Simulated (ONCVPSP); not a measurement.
# Pseudopotential generation for rubidium: ONCV, PBE

Aim: build the potential from the settings below, then test how well it stands in for the atom: other configurations, scattering, ghost states and the plane-wave cutoff that it needs.

Method: ONCVPSP 4.0.1, PBE, scalar-relativistic.

**1. The atom and the settings**

Typed settings, in words:

```json
{"element": "rubidium (Rb, Z = 37)", "type": "optimised norm-conserving Vanderbilt (ONCV)", "frozen core": "[Ar] 3d10", "valence charge": "9", "reference configuration": "4s2 4p6 5s1", "partial waves": "4s+5s: rc 2.10 bohr, ncon 4, nbas 7, qcut 5.6 1/bohr, 2 projectors; 4p: rc 1.70 bohr, ncon 4, nbas 7, qcut 5.3 1/bohr, 2 projectors, debl 3.9 Ha; d scattering state at 0.12 Ha: rc 1.60 bohr, ncon 4, nbas 7, qcut 5.9 1/bohr, 3 projectors, debl 1.3 Ha", "local potential": "polynomial inside 1.00 bohr (lpopt 5, dvloc0 3 Ha)", "core correction": "Teter function, fcfact 1.75, rcfact 1.35"}
```

The outer shells as boxes (Hund's rule for the drawing; the calculation is spin-unpolarised):

```
[Ar] core
3d [↑↓][↑↓][↑↓][↑↓][↑↓]
4s [↑↓]
4p [↑↓][↑↓][↑↓]
5s [↑ ]
```

An earlier all-electron run gives the scale for the radii.

All-electron outer shells of the reference configuration (PBE, scalar-relativistic, ld1.x):

```
shell  level (eV)  outermost node (bohr)  outermost maximum (bohr)
   3d     -103.96                      –                      0.39
   4s      -31.89                   0.62                      1.25
   4p      -15.96                   0.64                      1.42
   5s       -2.23                   1.79                      4.38
   5p       -0.75                   2.21                      6.21
```

**2. Generating the potential**

Rb.dat

```
# ATOM AND REFERENCE CONFIGURATION
# atsym  z   nc   nv     iexc    psfile
  Rb 37.00    6    3        4      upf
#
#   n    l    f
    1    0    2.00
    2    0    2.00
    2    1    6.00
    3    0    2.00
    3    1    6.00
    3    2   10.00
    4    0    2.00
    4    1    6.00
    5    0    1.00
#
# PSEUDOPOTENTIAL AND OPTIMIZATION
# lmax
    2
#
#   l,   rc,      ep,       ncon, nbas, qcut
    0    2.10    0.00    4    7    5.60
    1    1.70    0.00    4    7    5.30
    2    1.60    0.12    4    7    5.90
#
# LOCAL POTENTIAL
# lloc, lpopt,  rc(5),   dvloc0
    4    5    1.00    3.00
#
# VANDERBILT-KLEINMAN-BYLANDER PROJECTORs
# l, nproj, debl
    0    2    0.50
    1    2    3.90
    2    3    1.30
#
# MODEL CORE CHARGE
# icmod, fcfact, rcfact
    3    1.75    1.35
#
# LOG DERIVATIVE ANALYSIS
# epsh1, epsh2, depsh
   -3.00    5.00    0.02
#
# OUTPUT GRID
# rlmax, drl
    6.00    0.01
#
# TEST CONFIGURATIONS
# ncnf
    4
# nvcnf
#   n    l    f
    3
    4    0    2.00
    4    1    6.00
    5    0    0.00
#
    3
    4    0    2.00
    4    1    6.00
    5    0    0.50
#
    4
    4    0    2.00
    4    1    6.00
    5    0    0.00
    5    1    1.00
#
    3
    4    0    2.00
    4    1    5.00
    5    0    1.00
#
```

The run is started by

```sh
$ oncvpsp.x < Rb.dat > Rb.out
```

Q: Predict the outcome of this session. Wanted: cutoffs for 1 and 0.1 mHa per electron, occupied waves; bound ghosts; GHOST(+) flags; largest test error; largest phase difference near zero energy, channels read; rms error of d²Exc/dn², without and with the model core.

The runs gave:

```
                                                quantity                                               value
  cutoffs for 1 and 0.1 mHa per electron, occupied waves                                     13 Ha and 42 Ha
                                            bound ghosts                                      d at -67.76 eV
                                          GHOST(+) flags  s at 41 eV, p at 257 eV, d at 816 eV, d at 1554 eV
                            largest test error (AE − PS)                           -6.1 meV, for 4s2 4p5 5s1
largest phase difference near zero energy, channels read                                           0.000 rad
 rms error of d²Exc/dn², without and with the model core                                   2.45 and 0.24 mHa
```

What this shows: A bound ghost (d) makes it unfit for use: electrons can fall into a state that the atom doesn't have. By total energies transferability is good: the largest error is 6.1 meV on 21.1 eV, for 4s2 4p5 5s1. Atomic tests can pass in spite of a ghost, since they solve only for the levels asked. It counts as soft on the atom at that tolerance, with 13 Ha needed at the looser tolerance. The tighter tolerance needs 42 Ha, and converged work needs a cutoff nearer that. At the looser tolerance the 4p wave is the slowest; 4s needs 11 Ha. Near zero energy the phases of the channels with partial waves agree within 0.001 rad. The pseudo curves have a pole with no partner nearby in the atom's: d at -2.54 Ha. The program also flags highly localised states, GHOST(+) (s, p, d). These are tests on the free atom; a crystal test is still owed.
